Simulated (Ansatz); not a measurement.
# AlAsH₂+ (quartet): wave-function methods side by side, cc-pVTZ

Aim: climb from Hartree-Fock through coupled cluster for AlAsH₂+ (quartet) at one geometry and basis, and see what each rung misses.

The runs use Ansatz 0.2.0, Gaussian basis; cc-pVTZ, core rule «outside noble gas», up to 19 orbitals frozen.

To be run: UHF; CCSD(T) on ROHF; CCSD(T) on UHF; BCCD(T) on ROHF; CCSDT(Q) on ROHF; CCSDT(Q) on UHF.

14 further runs of the same task are left out: 8 for a known fault of the program, 6 set aside as unsound or not needed.

## Step 1: What is computed

The geometry is a PBE0/def2-TZVP stationary point (not a proven minimum) of the parent state, kept for this charge and spin. No spin-orbit coupling is included. The filled d shell of As may be among the frozen orbitals whatever the setting's name suggests; the logs give the count.

4 atoms, charge 1, spin multiplicity 4.

Atoms are counted from 1 here; the program's logs count them from 0.

Bond lengths: Al1–As2 2.466 Å, Al1–H3 1.609 Å, As2–H4 1.527 Å. Angles: As2–Al1–H3 114.8°, Al1–As2–H4 93.0°.

## Step 2: UHF

Input file in.yaml:

```yaml
crystal:
  periodic: [false, false, false]
  atoms:
    - {symbol: Al, position_ang: [0.000000, -0.143301, 1.790435]}
    - {symbol: As, position_ang: [0.000000, 0.054308, -0.667817]}
    - {symbol: H, position_ang: [0.000000, 1.258720, 2.580257]}
    - {symbol: H, position_ang: [0.000000, -1.459507, -0.868621]}
basis:
  gaussian: {orbitals: cc-pVTZ}
total_charge: 1
magnetization: {spin_polarized: true, initial_magnetization: 3}
hamiltonian: {xc: hf}
output: {orbitals: {seedname: orbitals}}
```

Launch:

```sh
$ ansatz run in.yaml --threads 1 --pin off --events-out ev --progress --plain --max-ram 4096MiB --backend cpu
```

The runs that follow: CCSD(T) on ROHF; CCSD(T) on UHF; BCCD(T) on ROHF; CCSDT(Q) on ROHF; CCSDT(Q) on UHF.

**Question.** What will the summary of the whole plan be? Wanted: UCCSDT(Q) from the RHF energy; RMP2 from UCCSDT(Q); UMP2 from UCCSDT(Q); RCCSD from UCCSDT(Q); RCCSD(T) from UCCSDT(Q); UCCSD(T) from UCCSDT(Q); RCCSDT(Q) from UCCSDT(Q); T1 diagnostic.

**Answer**, as computed:

```
                         quantity                      value
    UCCSDT(Q) from the ROHF energy                 -5.0846 eV
              RMP2 from UCCSDT(Q)                +1118.7 meV
              UMP2 from UCCSDT(Q)                +1102.3 meV
             RCCSD from UCCSDT(Q)                 +229.8 meV
          RCCSD(T) from UCCSDT(Q)                  +56.5 meV
          UCCSD(T) from UCCSDT(Q)                  +45.1 meV
         RCCSDT(Q) from UCCSDT(Q)                  +11.0 meV
levels within 1 kcal/mol (43 meV)  RCCSDT, UCCSDT, RCCSDT(Q)
                    T1 diagnostic                      0.042
```

In words: RCCSD(T) misses by +56.5 meV, 1.1 % of the correlation energy. These misses are within one basis, not against nature; the frozen cores of restricted and unrestricted runs differ, which can shift their rows.
